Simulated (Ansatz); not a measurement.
Turn this script for the Python package of Ansatz (0.2.0) into the input file that the command-line program reads.

`energy.py`:
```python
"""Single point of C3H6Se in a Gaussian basis."""

import json

import ansatz
import numpy as np

BASIS_SET = "cc-pVDZ"
LEVEL = "MP2"

GEOMETRY = """
C    -1.04910    0.81950   -0.23660
C    -0.09470   -0.01460   -0.31430
C     0.23110   -0.85580    0.85860
Se    0.98740   -0.17690   -1.94950
H    -1.34930    1.46840   -1.12620
H    -1.67700    0.99580    0.66160
H    -0.57680   -1.48620    1.16350
H     0.58450   -0.19110    1.72160
H     1.12510   -1.50280    0.67340
H     1.90180    0.89240   -1.44920
"""


def main() -> None:
    system = ansatz.Crystal.molecule()
    for line in GEOMETRY.strip().splitlines():
        symbol, *xyz = line.split()
        system = system.atom(symbol, [float(v) for v in xyz])

    setup = (
        system.calculation()
        .basis(gaussian=BASIS_SET)
        .correlation(LEVEL)
        .forces()
    )
    done = setup.run(threads=1, backend="cpu")
    r = done.report

    print("reference energy %16.6f eV" % r["reference_energy_ev"])
    print("total energy     %16.6f eV" % r["free_energy_ev"])
    print("occupied orbitals outside the frozen core (up, down):", r["n_occupied"], " frozen:", r["n_frozen"], " virtual:", r["n_virtual"])

    print("correlation energy", round(r["free_energy_ev"] - r["reference_energy_ev"], 5), "eV")
    cluster = r["correlation"].get("coupled_cluster")
    if cluster:
        print("cycles", cluster["cycles"], " T1 diagnostic", round(cluster["t1_diagnostic"], 4), " largest double", round(cluster["largest_double"], 4))

    state = r["mean_field"]["state"]
    print(f"mean field: {state['energy']['hartree']:.7f} Ha, <S^2> = {abs(state['spin_squared']):.4f}, stability: {state.get('stability', {}).get('kind')}")

    symbols = [site.symbol for site in system.cartesian_sites]
    forces = np.array(r["forces_ev_ang"])
    print("largest force", round(float(np.linalg.norm(forces, axis=1).max()), 4), "eV/A, rms", round(float(np.sqrt((forces ** 2).mean())), 4))

    charges = r["charge_distribution"]
    print("dipole moment", round(4.803205 * float(np.linalg.norm(charges["dipole_moment_e_ang"])), 3), "D")
    print("Mulliken:", [(s, round(q, 3)) for s, q in zip(symbols, charges["mulliken_charges_e"])])
    with open("c3h6se.json", "w") as handle:
        json.dump({k: r[k] for k in ("free_energy_ev", "reference_energy_ev", "n_occupied", "n_virtual")}, handle, indent=1)


if __name__ == "__main__":
    main()
```

```console
$ python energy.py
reference energy    -68487.495926 eV
total energy        -68502.457467 eV
occupied orbitals outside the frozen core (up, down): [17, 17]  frozen: 12  virtual: [70, 70]
correlation energy -14.96154 eV
mean field: -2516.8690528 Ha, <S^2> = 0.0000, stability: minimum
largest force 7.3513 eV/A, rms 1.7845
dipole moment 1.294 D
Mulliken: [('C', 0.038), ('C', -0.363), ('C', -0.018), ('Se', 0.008), ('H', 0.055), ('H', 0.044), ('H', 0.062), ('H', 0.063), ('H', 0.051), ('H', 0.059)]
```

`input.yaml`:
```yaml
crystal:
  periodic: [false, false, false]
  atoms:
    - { symbol: C, position_ang: [-1.0491, 0.8195, -0.2366] }
    - { symbol: C, position_ang: [-0.0947, -0.0146, -0.3143] }
    - { symbol: C, position_ang: [0.2311, -0.8558, 0.8586] }
    - { symbol: Se, position_ang: [0.9874, -0.1769, -1.9495] }
    - { symbol: H, position_ang: [-1.3493, 1.4684, -1.1262] }
    - { symbol: H, position_ang: [-1.677, 0.9958, 0.6616] }
    - { symbol: H, position_ang: [-0.5768, -1.4862, 1.1635] }
    - { symbol: H, position_ang: [0.5845, -0.1911, 1.7216] }
    - { symbol: H, position_ang: [1.1251, -1.5028, 0.6734] }
    - { symbol: H, position_ang: [1.9018, 0.8924, -1.4492] }
basis:
  gaussian: { orbitals: cc-pVDZ }
correlation:
  method: mp2
output:
  forces: true
```

Launched from the shell:
```console
$ ansatz run input.yaml --threads 1 --pin off --max-ram 4096MiB --backend cpu --events-out ev --progress --plain --runs-dir out
Engine: ansatz 0.2.0, aarch64-unknown-linux-gnu
Functional definition: HF
  exchange = exact_x
  correlation = 0
979 factors; integrals over basis functions are off by at most 9.4e-4 eV
mean field evaluation 1: about -68485.1102 eV, gradient 2.6e1 eV
mean field evaluation 2: about -68485.2363 eV, gradient 2.6e1 eV
mean field evaluation 4: about -68487.4611 eV, gradient 2.8e0 eV
mean field evaluation 8: about -68487.4957 eV, gradient 2.2e-1 eV
mean field -68487.49592572 eV, -2516.8690527782 hartree, gradient 5.0e-6 eV, S^2 0.000000; 0 other end points of the search recorded, 0 dependent functions left out
12 core orbitals not correlated: weight in the atoms' cores, before any rotation towards them, 1.000 or more for the frozen orbitals, at most 0.000 for the correlated occupied ones
reference -68487.49592572 eV, -2516.8690527782 hartree; 17, 17 occupied and 70, 70 virtual orbitals, 979 factors
second order -14.96154146 eV of doubles, -0.00000000 eV of singles
the calculation of the forces begins
Total energy: -68502.45746718 eV, -2517.4188792855 hartree
Atom 0 at    -1.049100     0.819500    -0.236600 Å, force    -5.116223     5.083650    -1.422164 eV/Å
Atom 1 at    -0.094700    -0.014600    -0.314300 Å, force     3.665904    -3.109455    -0.776274 eV/Å
Atom 2 at     0.231100    -0.855800     0.858600 Å, force     3.050815     0.157712     1.278208 eV/Å
Atom 3 at     0.987400    -0.176900    -1.949500 Å, force     0.084676     0.579100     0.650622 eV/Å
Atom 4 at    -1.349300     1.468400    -1.126200 Å, force     0.405924    -0.751218     1.099604 eV/Å
Atom 5 at    -1.677000     0.995800     0.661600 Å, force     0.408363    -0.349640    -0.169976 eV/Å
Atom 6 at    -0.576800    -1.486200     1.163500 Å, force    -0.968772    -0.576031     0.441517 eV/Å
Atom 7 at     0.584500    -0.191100     1.721600 Å, force    -0.704530    -0.714601    -0.749307 eV/Å
Atom 8 at     1.125100    -1.502800     0.673400 Å, force    -0.580285     0.152828    -0.011554 eV/Å
Atom 9 at     1.901800     0.892400    -1.449200 Å, force    -0.245872    -0.472345    -0.340675 eV/Å
Dipole moment:    -0.029055     0.092937     0.251107 e Å
```

Caveats:
- Total energies depend on the basis set; only differences at equal settings carry meaning.
- The geometry is a force-field or estimated start, not a minimum of this method, and the basis set is short of its limit.
- Inner cores stay frozen; a filled d shell under the valence of the heavier atoms is correlated with it.
- S² is that of the Hartree-Fock reference.
- Timing: 5 s on 1 thread of Arm Neoverse V2 (shared host), peak memory 0.29 GiB.

(Lines on the test bed's own set-up are left out of the output.)
